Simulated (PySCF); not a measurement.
# [NdBr2]2+: other functionals and bases at one geometry

How far do other levels of theory move the description of [NdBr2]2+, and what does each cost? The species was built from a template and needn't be a known compound.

Method: several levels, as the steps say, no spin–orbit coupling; program: PySCF 2.14.0.

1 further run of the same task is left out (for a known fault of the program).

### Step 1. The system as given

3 atoms, charge 2, spin multiplicity 1.

Bond lengths: Nd1–Br2 2.461 Å, Nd1–Br3 2.461 Å. Angles: Br2–Nd1–Br3 101.0°.

As a file:

```xyz
3
charge 2, multiplicity 1
Nd    0.0000    0.0000   -0.8892
Br    1.8989    0.0000    0.6763
Br   -1.8989    0.0000    0.6763
```

Formal oxidation states: Nd +4. Each metal's 2 4f electrons lie in its core potential, so multiplicities, spins and levels count the valence alone. An earlier session relaxed this geometry at PBE0, Nd lcecp-2-SVP with ECP48, Br def2-SVP (singlet, point group C2v).

At PBE0 on the finer grid: E = -5186.418380 Eh, frontier levels not given, since the 4f levels lie in the core, Mulliken charge on Nd1 +1.64 e, largest force component 0.014 eV/Å. 

Levels to run: HF; BLYP; PBE0, TZVP. Hardware: 2 threads of Arm Neoverse V2, shared host.

### Step 2. HF

Contents of run.py (the lines that set the calculation):

```python
mol = gto.M(atom='''
Nd     0.00000     0.00000    -0.88922
Br     1.89893     0.00000     0.67631
Br    -1.89893     0.00000     0.67631''',
    basis={'Nd': 'lcecp-2-SVP', 'Br': 'def2-SVP'},
    ecp={'Nd': 'lcecp-2-SVP'},
    charge=2, spin=0)
mf = scf.RHF(mol)
mf = mf.density_fit()  # fitting sets: Nd AutoAux, Br def2-universal-JKFIT
mf.conv_tol = 1e-08; mf.max_cycle = 55
mf.kernel(dm0)  # dm0: the density of the relaxed state
```

Run with:

```sh
> OMP_NUM_THREADS=2 python run.py
```

### Step 3. BLYP

Edit run.py (the lines that set the calculation) of step 2 so:

```diff
@@ -7,3 +7,4 @@
     charge=2, spin=0)
-mf = scf.RHF(mol)
+mf = dft.RKS(mol, xc='BLYP')
+mf.grids.atom_grid = (75, 302)  # f atoms: unpruned, at least (60, 302)
 mf = mf.density_fit()  # fitting sets: Nd AutoAux, Br def2-universal-JKFIT
```

### Step 4. PBE0, TZVP

Basis: Nd lcecp-2-TZVP with ECP48, Br def2-TZVP. 

Contents of run.py (the lines that set the calculation):

```python
mol = gto.M(atom='''
Nd     0.00000     0.00000    -0.88922
Br     1.89893     0.00000     0.67631
Br    -1.89893     0.00000     0.67631''',
    basis={'Nd': 'lcecp-2-TZVP', 'Br': 'def2-TZVP'},
    ecp={'Nd': 'lcecp-2-TZVP'},
    charge=2, spin=0)
mf = dft.RKS(mol, xc='PBE0')
mf.grids.atom_grid = (75, 302)  # f atoms: unpruned, at least (60, 302)
mf = mf.density_fit()  # fitting sets: Nd AutoAux, Br def2-universal-JKFIT
mf.conv_tol = 1e-08; mf.max_cycle = 55
mf.kernel(dm0)  # dm0: free metal ions and neutral atoms
```

Q: Predict the outcome of this session. Wanted: for each run, charge on Nd1; dipole; largest force.

The runs gave:

| level | state | charge on Nd1 (e) | dipole (D) | largest force (eV/Å) | basis functions | time |
| --- | --- | --- | --- | --- | --- | --- |
| PBE0 (relaxed here) | singlet | 1.64 | 6.33 | 0.01 | 94 | 14 s |
| HF | singlet | 1.99 | 8.21 | 0.19 | 94 | 4 s |
| BLYP | singlet | 1.46 | 5.66 | 1.15 | 94 | 6 s |
| PBE0, TZVP | singlet | 1.80 | 6.33 | 0.04 | 143 | 13 s |

Times are on 2 threads of Arm Neoverse V2, shared host; the first row also made further properties. The dipole of a charged species depends on the origin, so these sizes hold for this origin alone.

The largest leftover force, 1.15 eV/Å with BLYP, stands at a geometry relaxed at another level. The Mulliken charge on Nd spans +1.46 to +1.99 e over the levels. With 4f in the core, its levels are missing from HOMO and gap. Total energies of different levels can't be compared. Spin–orbit coupling is left out throughout.
